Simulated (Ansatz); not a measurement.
This script for an atomisation energy of BFH3OSi, SMILES F[B]O[SiH3] with Ansatz 0.2.0 through its Python package holds a mistake.

`bfh3osi_tae.py`
```python
'''Energy to split BFH3OSi into its atoms.'''

from collections import Counter

import ansatz as az
from ase import Atoms


def energy(molecule, charge=0, unpaired=0):
    calc = (
        molecule.calculation()
        .basis(gaussian='aug-cc-pVDZ')
        .functional('HF')
    )
    if charge:
        calc = calc.charge(charge)
    if unpaired:
        calc = calc.spin('collinear', total=unpaired)
    return calc.run(threads=1).report()['free_energy_ev']

atoms = Atoms(['F', 'B', 'O', 'Si', 'H', 'H', 'H'], positions=[
    (1.5979, -1.7916, 1.0375),
    (0.1344, -1.4775, 0.8724),
    (-0.4131, -0.1266, 1.093),
    (-0.27, 0.6588, -0.4308),
    (-1.1961, -0.0809, -1.4025),
    (-0.8553, 2.0351, -0.2856),
    (1.0636, 0.7146, -0.9298),
])
molecule = az.Crystal.molecule_from_ase(atoms)

# Hund ground states
unpaired = {'F': 1, 'B': 1, 'O': 2, 'Si': 2, 'H': 1}
counts = Counter(site.symbol for site in molecule.cartesian_sites)
atom_energy = {s: energy(az.Crystal.molecule().atom(s, (0, 0, 0)), 0, unpaired[s]) for s in counts}
whole = energy(molecule, 0, 1)
for s, e in atom_energy.items():
    print(f'{s:2s} x{counts[s]}  {e:14.5f} eV')
print(f'BFH3OSi: {whole:.5f} eV')
split = sum(counts[s] * e for s, e in atom_energy.items()) - whole
print(f'atomisation energy (no zero-point term): {split:.3f} eV, {split / sum(counts.values()):.3f} eV an atom')
```

Output of `python bfh3osi_tae.py`:
```text
Traceback (most recent call last):
  File "bfh3osi_tae.py", line 35, in <module>
    atom_energy = {s: energy(az.Crystal.molecule().atom(s, (0, 0, 0)), 0, unpaired[s]) for s in counts}
                      ~~~~~~^^^^^^^^^^^^^^^^^^^^^^^^^^^^^^^^^^^^^^^^^^^^^^^^^^^^^^^^^^
  File "bfh3osi_tae.py", line 19, in energy
    return calc.run(threads=1).report()['free_energy_ev']
           ~~~~~~~~~~~~~~~~~~~~~~~~~~^^
TypeError: 'dict' object is not callable
```

Find the fault and give the corrected script.

The fault: report is a dict, not a method. The correction:

```diff
--- before
+++ after
@@ -18,3 +18,3 @@
         calc = calc.spin('collinear', total=unpaired)
-    return calc.run(threads=1).report()['free_energy_ev']
+    return calc.run(threads=1).report['free_energy_ev']
```

The mended script runs so:

```console
$ python bfh3osi_tae.py
F  x1     -2704.29696 eV
B  x1      -667.51092 eV
O  x1     -2035.31904 eV
Si x1     -7860.03439 eV
H  x3       -13.58758 eV
BFH3OSi: -13325.86744 eV
atomisation energy (no zero-point term): 17.943 eV, 2.563 eV an atom
```

Total energies depend on the basis set; only differences at equal settings carry meaning. The geometry is a force-field or estimated start, not a minimum of this method, and the basis set is short of its limit. All parts are taken at fixed geometry, without zero-point energy. The species is open-shell (spin multiplicity 2). Hartree-Fock leaves correlation out, so bond, atomisation and ionisation energies come out well too low. For Al to Cl the sets with a tight d function, cc-pV(X+d)Z, are usual. It ran for 3.1 s on 1 thread of Arm Neoverse V2 (shared host), peak memory 0.36 GiB.
